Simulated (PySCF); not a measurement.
# C₆H₅BrS: excited states, first hyperpolarisability

Wanted: excited states, first hyperpolarisability for C₆H₅BrS (`Sc1ccc(Br)cc1`).

Programs: PySCF 2.14.0, with routines of our own; each step states its level. All values are computed. Atoms count from 0.

### Step 1. The starting structure

13 atoms, charge 0, multiplicity 1; geometry from: GFN2-xTB.

### Step 2. Optimising the geometry at PBE0-D3(BJ)/def2-SVP

What the job is given:

```
{"job": {"xc": "PBE0", "basis": "def2-SVP", "d3": "d3bj", "grid": 2, "kind": "geom"}, "charge": 0, "multiplicity": 1}
S     -2.872074    -0.336829    -0.290469
C     -1.124052    -0.165813    -0.122231
C     -0.531898     1.061455     0.150677
C      0.841293     1.152239     0.277399
C      1.615857     0.014297     0.128549
Br     3.508611     0.142175     0.302949
C      1.037327    -1.214848    -0.144225
C     -0.334671    -1.302349    -0.268354
H     -3.162821     0.945352    -0.074795
H     -1.138142     1.948129     0.266224
H      1.305303     2.102342     0.492168
H      1.652683    -2.093636    -0.257399
H     -0.801805    -2.252027    -0.478221
```

Command:

```bash
OMP_NUM_THREADS=1 python excited_run.py task.json out
```

One launch serves the whole session: the jobs run in the order shown.

What it wrote:

```text
step   0  E = -3202.69461987  max force = 0.015625
step   1  E = -3202.69592744  max force = 0.002689
step   2  E = -3202.69596341  max force = 0.000888
step   3  E = -3202.69596016  max force = 0.001129
step   4  E = -3202.69596798  max force = 0.000344
optimisation converged
```

Run time: 66 s. Hardware: 1 thread of Arm Neoverse V1, shared host; peak memory 0.81 GiB.

Step by step:

```
step  energy from step 0 (eV)  largest force component (eV/Å)
   0                   0.0000                          0.8035
   1                  -0.0356                          0.1383
   2                  -0.0366                          0.0457
   3                  -0.0365                          0.0581
   4                  -0.0367                          0.0177
```

Close pairs (by a distance rule), those that changed most:

```
  bond  before (Å)  after (Å)  change (Å)
C4–Br5       1.905      1.886      -0.019
 S0–H8       1.332      1.349      +0.016
C7–H12       1.079      1.093      +0.014
C6–H11       1.079      1.091      +0.013
C3–H10       1.079      1.091      +0.012
 C2–H9       1.080      1.093      +0.012
 C6–C7       1.380      1.390      +0.010
 C1–C2       1.390      1.400      +0.010
```

The final coordinates are the input of the step that follows.

```
                         at the end point                value
  point group (found at 0.08 Å tolerance)                   Cs
rotational constants (GHz, main isotopes)  5.586, 0.447, 0.414
                        dipole moment (D)                 1.43
```

### Step 3. Excited states: TDA CAM-B3LYP/def2-TZVP

What the job is given:

```
{"job": {"kind": "states", "xc": "CAM-B3LYP", "basis": "def2-TZVP", "tda": true, "soc": true, "nstates": 6, "ntriplets": 5, "nquad": 4}, "charge": 0, "multiplicity": 1}
S     -3.438853    -0.533828    -0.492187
C     -1.693979    -0.340505    -0.317999
C     -1.079981     0.887159    -0.044073
C      0.303332     0.974631     0.081857
C      1.085561    -0.168759    -0.065829
Br     2.960179    -0.052354     0.104379
C      0.489330    -1.398908    -0.338859
C     -0.893123    -1.480868    -0.463625
H     -3.761553     0.758128    -0.279205
H     -1.682683     1.790807     0.073904
H      0.773360     1.936050     0.295647
H      1.104687    -2.292757    -0.454100
H     -1.354672    -2.447895    -0.677709
```

With the program's defaults for keys left out, this is: TDA CAM-B3LYP/def2-TZVP excited states, vertical, gas phase, spin-orbit mean-field couplings.

What it wrote:

```text
coarse grid: 57088 points
cycle   1  E = -3204.0496721634  dE =  4.573e-01  |g| = 4.242e-01  |ddm| = 3.540e+00
cycle   2  E = -3204.0681041887  dE = -1.843e-02  |g| = 3.258e-01  |ddm| = 1.037e+00
cycle   3  E = -3204.0860312789  dE = -1.793e-02  |g| = 8.124e-02  |ddm| = 3.053e-01
cycle   4  E = -3204.0874445865  dE = -1.413e-03  |g| = 3.498e-02  |ddm| = 1.110e-01
cycle   5  E = -3204.0877030222  dE = -2.584e-04  |g| = 1.125e-02  |ddm| = 4.252e-02
cycle   6  E = -3204.0877341904  dE = -3.117e-05  |g| = 2.928e-03  |ddm| = 1.887e-02
cycle   7  E = -3204.0877365034  dE = -2.313e-06  |g| = 8.591e-04  |ddm| = 5.967e-03
final grid: 118928 points
cycle   8  E = -3204.0877108433  dE = -5.873e-08  |g| = 9.870e-04  |ddm| = 4.511e-03
cycle   9  E = -3204.0877107095  dE =  1.338e-07  |g| = 1.256e-03  |ddm| = 2.343e-03
cycle  10  E = -3204.0877110792  dE = -3.697e-07  |g| = 1.028e-04  |ddm| = 1.054e-03
cycle  11  E = -3204.0877110816  dE = -2.363e-09  |g| = 2.965e-05  |ddm| = 1.038e-04
cycle  12  E = -3204.0877110819  dE = -3.965e-10  |g| = 1.675e-05  |ddm| = 1.217e-04
converged SCF energy = -3204.0877110819

Singlet excitations
state   eV       nm        f     d(h-e)  d(exc)  Lambda  PR(NTO)  |dmu|/D   mu/D   main configurations
  1   4.8931   253.4   0.01424   0.448   3.160   0.599   1.475    1.270    2.506   H->L 0.79, H-1->L+1 0.19
  2   5.0701   244.5   0.00002   0.650   3.119   0.500   1.063    2.531    1.268   H->L+2 0.77, H->L+3 0.08
  3   5.4744   226.5   0.44709   0.674   3.331   0.764   1.250    1.850    3.063   H->L+1 0.88, H-1->L 0.08
  4   5.7655   215.0   0.00000   1.188   3.335   0.497   1.201    3.937    5.092   H->L+3 0.65, H-2->L+2 0.16, H->L+2 0.10
  5   6.6976   185.1   0.00619   1.304   3.370   0.503   1.062                     H->L+4 0.79
  6   6.7063   184.9   0.14412   1.314   3.324   0.553   2.095                     H-1->L+1 0.44, H-2->L 0.34, H->L 0.13

Triplet excitations (Tamm-Dancoff)
state   eV     d(h-e)  d(exc)  Lambda  PR(NTO)   main configurations
  1   3.6760   0.182   2.891   0.771   1.368   H->L+1 0.78, H-1->L 0.13
  2   4.1096   0.388   3.067   0.585   1.048   H->L 0.92
  3   4.5939   0.106   2.666   0.870   1.354   H-1->L 0.83, H->L+1 0.14
  4   4.6584   0.561   2.930   0.498   1.080   H->L+2 0.70, H->L+3 0.09
  5   5.2064   0.017   2.740   0.652   1.051   H-1->L+1 0.96
S1 - T1 = 1.2170 eV

Spin-orbit couplings |<S|Hso|T>| (cm-1)
             T1       T2       T3       T4       T5
S0        0.530    2.804    0.891  281.712    4.072
S1        0.336    0.006    0.034    1.053    0.006
S2       25.320    1.016   10.173    0.168    0.824
S3        0.098    0.088    0.061   13.535    0.426
S4      101.558    9.359   37.909    0.447    2.642
S5       27.081    6.371   11.069   44.577    5.570
S6        1.287    0.123    0.314   15.340    0.150
T1 sublevels (cm-1): 0.000 0.646 0.647   radiative rates (1/s): 21 0.0614 0.0842
```

Wall time 97 s (1 thread of Arm Neoverse V1, shared host); peak memory 1.3 GiB.

Key values:

```
  quantity    value
S1 less T1  1.22 eV
```

### Step 4. Excited states: TDDFT CAM-B3LYP/aug-cc-pVDZ

The job, as its differences from that of step 3:

```diff
@@ -1,2 +1,2 @@
-{"job": {"kind": "states", "xc": "CAM-B3LYP", "basis": "def2-TZVP", "tda": true, "soc": true, "nstates": 6, "ntriplets": 5, "nquad": 4}, "charge": 0, "multiplicity": 1}
+{"job": {"kind": "states", "xc": "CAM-B3LYP", "basis": "aug-cc-pVDZ", "tpa": true, "nstates": 8, "nquad": 6, "ntriplets": 0}, "charge": 0, "multiplicity": 1}
 S     -3.438853    -0.533828    -0.492187
```

Method: TDDFT CAM-B3LYP/aug-cc-pVDZ excited states, vertical, gas phase, two-photon moments by quadratic response.

What it wrote:

```text
coarse grid: 57088 points
cycle   1  E = -3203.9575677770  dE =  5.332e-01  |g| = 3.091e-01  |ddm| = 3.944e+01
cycle   2  E = -3203.9726424666  dE = -1.507e-02  |g| = 2.745e-01  |ddm| = 4.925e+00
cycle   3  E = -3203.9901961155  dE = -1.755e-02  |g| = 6.074e-02  |ddm| = 2.148e+00
cycle   4  E = -3203.9910374548  dE = -8.413e-04  |g| = 2.953e-02  |ddm| = 5.029e-01
cycle   5  E = -3203.9912602851  dE = -2.228e-04  |g| = 9.157e-03  |ddm| = 1.966e-01
cycle   6  E = -3203.9912825133  dE = -2.223e-05  |g| = 2.026e-03  |ddm| = 5.601e-02
cycle   7  E = -3203.9912838654  dE = -1.352e-06  |g| = 6.689e-04  |ddm| = 1.435e-02
final grid: 118928 points
cycle   8  E = -3203.9912488009  dE = -5.644e-08  |g| = 7.456e-04  |ddm| = 2.818e-02
cycle   9  E = -3203.9912487336  dE =  6.729e-08  |g| = 9.124e-04  |ddm| = 9.310e-03
cycle  10  E = -3203.9912489632  dE = -2.296e-07  |g| = 6.813e-05  |ddm| = 4.973e-03
cycle  11  E = -3203.9912489645  dE = -1.307e-09  |g| = 2.481e-05  |ddm| = 4.201e-04
cycle  12  E = -3203.9912489647  dE = -2.401e-10  |g| = 1.162e-05  |ddm| = 2.187e-04
converged SCF energy = -3203.9912489647

Singlet excitations
state   eV       nm        f     d(h-e)  d(exc)  Lambda  PR(NTO)  |dmu|/D   mu/D   delta(TPA)   sigma/GM   main configurations
  1   4.7634   260.3   0.01093   0.419   3.201   0.635   1.437    1.310    2.503        2.98      0.025   H->L+1 0.76, H-1->L+2 0.10, H->L+2 0.10
  2   4.9739   249.3   0.00167   0.796   3.658   0.328   1.080    3.346    2.015       12.72      0.115   H->L 0.62, H->L+8 0.09
  3   5.1907   238.9   0.35363   0.552   3.456   0.690   1.251    1.466    2.667       57.57      0.568   H->L+2 0.81, H->L+1 0.11
  4   5.5928   221.7   0.00112   1.056   3.758   0.364   1.258    3.452    4.463       32.67      0.374   H->L+5 0.41, H->L+7 0.19, H->L+3 0.11
  5   5.7781   214.6   0.01282   1.974   4.165   0.345   1.083    9.228    8.013      137.57      1.683   H->L+7 0.33, H->L 0.19, H->L+5 0.10
  6   6.0136   206.2   0.00398   1.308   4.818   0.262   1.105    5.173    6.488       57.16      0.757   H->L+3 0.54, H->L+5 0.11, H->L+4 0.10
  7   6.2311   199.0   0.00529   0.229   5.156   0.226   1.076                                            H->L+4 0.74, H->L+3 0.14
  8   6.3733   194.5   0.16301   0.508   3.162   0.612   1.771                                            H-1->L+2 0.64, H->L+1 0.10, H-1->L+1 0.10
```

It took 91 s on 1 thread of Arm Neoverse V1, shared host; peak memory 1.2 GiB.

### Step 5. First hyperpolarisability: quadratic response CAM-B3LYP/aug-cc-pVDZ

The job, as its differences from that of step 4:

```diff
@@ -1,2 +1,2 @@
-{"job": {"kind": "states", "xc": "CAM-B3LYP", "basis": "aug-cc-pVDZ", "tpa": true, "nstates": 8, "nquad": 6, "ntriplets": 0}, "charge": 0, "multiplicity": 1}
+{"job": {"kind": "beta", "xc": "CAM-B3LYP", "basis": "aug-cc-pVDZ"}, "charge": 0, "multiplicity": 1}
 S     -3.438853    -0.533828    -0.492187
```

Level: quadratic response CAM-B3LYP/aug-cc-pVDZ first hyperpolarisability, Taylor convention, gas phase.

What it wrote:

```text
coarse grid: 57088 points
cycle   1  E = -3203.9575677770  dE =  5.332e-01  |g| = 3.091e-01  |ddm| = 3.944e+01
cycle   2  E = -3203.9726424666  dE = -1.507e-02  |g| = 2.745e-01  |ddm| = 4.925e+00
cycle   3  E = -3203.9901961155  dE = -1.755e-02  |g| = 6.074e-02  |ddm| = 2.148e+00
cycle   4  E = -3203.9910374548  dE = -8.413e-04  |g| = 2.953e-02  |ddm| = 5.029e-01
cycle   5  E = -3203.9912602851  dE = -2.228e-04  |g| = 9.157e-03  |ddm| = 1.966e-01
cycle   6  E = -3203.9912825133  dE = -2.223e-05  |g| = 2.026e-03  |ddm| = 5.601e-02
cycle   7  E = -3203.9912838654  dE = -1.352e-06  |g| = 6.689e-04  |ddm| = 1.435e-02
final grid: 118928 points
cycle   8  E = -3203.9912488009  dE = -5.644e-08  |g| = 7.456e-04  |ddm| = 2.818e-02
cycle   9  E = -3203.9912487336  dE =  6.729e-08  |g| = 9.124e-04  |ddm| = 9.310e-03
cycle  10  E = -3203.9912489632  dE = -2.296e-07  |g| = 6.813e-05  |ddm| = 4.973e-03
cycle  11  E = -3203.9912489645  dE = -1.307e-09  |g| = 2.481e-05  |ddm| = 4.201e-04
cycle  12  E = -3203.9912489647  dE = -2.401e-10  |g| = 1.162e-05  |ddm| = 2.187e-04
converged SCF energy = -3203.9912489647

Lowest singlets (eV, f): 4.7634 0.0109  4.9739 0.0017  5.1907 0.3536

First hyperpolarisability (au)
process     nm      |vector|   parallel      HRS      DR
static         -      121.13      63.49      69.43   2.594
shg       1907.0      135.56      70.82      76.35   2.661
eope      1907.0      125.70      65.81          -       -
shg       1064.0      177.06      91.82      96.04   2.827
eope      1064.0      136.66      71.38          -       -
```

It took 66 s on 1 thread of Arm Neoverse V1, shared host; peak memory 1.2 GiB.

### Step 6. Results

```
                                                   quantity                                                value
                                                point group                                                   Cs
                       rotational constants (main isotopes)                                 5.59, 0.45, 0.41 GHz
               S1 less T1 (step 3, TDA CAM-B3LYP/def2-TZVP)                                              1.22 eV
β vector (step 5, quadratic response CAM-B3LYP/aug-cc-pVDZ)  static 121, SHG 1907.0 nm 136, SHG 1064.0 nm 177 au
```

What this shows: The optimisation took 4 steps and gained 0.037 eV; among the close pairs (by a distance rule), C4–Br5 changed most, from 1.905 to 1.886 Å. No frequency check was run at this level, so the end point may be a saddle. Scalar relativity is left out for the heavy atoms. In step 3, the number of triplets below S1 is 4, and the largest singlet-triplet spin-orbit coupling is S0–T4, 281.71 cm⁻¹. Steps that list no spin-orbit terms leave them out, which matters at and beside the heavy atoms. β grows from 121 au (static) to 177 au for doubling at 1064.0 nm: normal dispersion, which grows as twice the photon energy moves toward the bright states.
